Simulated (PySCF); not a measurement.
**C₂H₉NSi, one molecule: structure**

Aim: the structure of `CN(C)[SiH3]`.

Computed with PySCF 2.14.0; each step states its level. No surroundings beyond the atoms listed, unless a continuum is named. Atoms count from 0, parts from 1.

## 1. The system as given

13 atoms, charge 0, multiplicity 1; geometry: GFN2-xTB.

## 2. Geometry optimisation at PBE0-D3(BJ)/def2-SVP

The job: settings as JSON, then the geometry in Å.

```
{"job": {"xc": "PBE0", "basis": "def2-SVP", "d3": "d3bj", "grid": 2, "kind": "geom"}, "charge": 0, "multiplicity": 1}
Si     1.460691    -0.569367    -0.516338
N     -0.001967    -0.039141     0.215598
C     -0.248964     1.356997     0.469840
C     -1.224147    -0.790568     0.087157
H      2.516224     0.194253     0.147831
H      1.567325    -0.359768    -1.972539
H      1.527948    -2.003620    -0.240466
H     -0.784636     1.836542    -0.359920
H     -0.856626     1.468915     1.373274
H      0.694183     1.876664     0.617583
H     -1.828847    -0.672224     0.991700
H     -1.824511    -0.453607    -0.768005
H     -0.996674    -1.845075    -0.045714
```

The run is started by

```console
> OMP_NUM_THREADS=1 python cluster_run.py task.json out
```

This one command runs all jobs of the session in turn.

**Question.** The jobs that follow are: PBE0-D3(BJ)/def2-SVP geometry optimisation, gas phase. Predict: point group; rotational constants (main isotopes); point group; rotational constants (main isotopes).

As calculated:

| quantity | value |
| --- | --- |
| point group | Cs |
| rotational constants (main isotopes) | 8.42, 4.41, 3.12 GHz |
| point group | Cs |
| rotational constants (main isotopes) | 35.16, 9.36, 8.28 GHz |

What this shows: The optimisation took 3 steps and gained 0.076 eV; among the close pairs (by a distance rule), Si0–H6 changed most, from 1.462 to 1.495 Å (PBE0/def2-SVP). The next job takes another geometry, as its input shows. Over 3 steps the energy fell by 0.027 eV; of the close pairs, C0–H5 changed most, 1.090 to 1.103 Å (PBE0/def2-SVP). No frequency check was run at this level, so the end point may be a saddle.
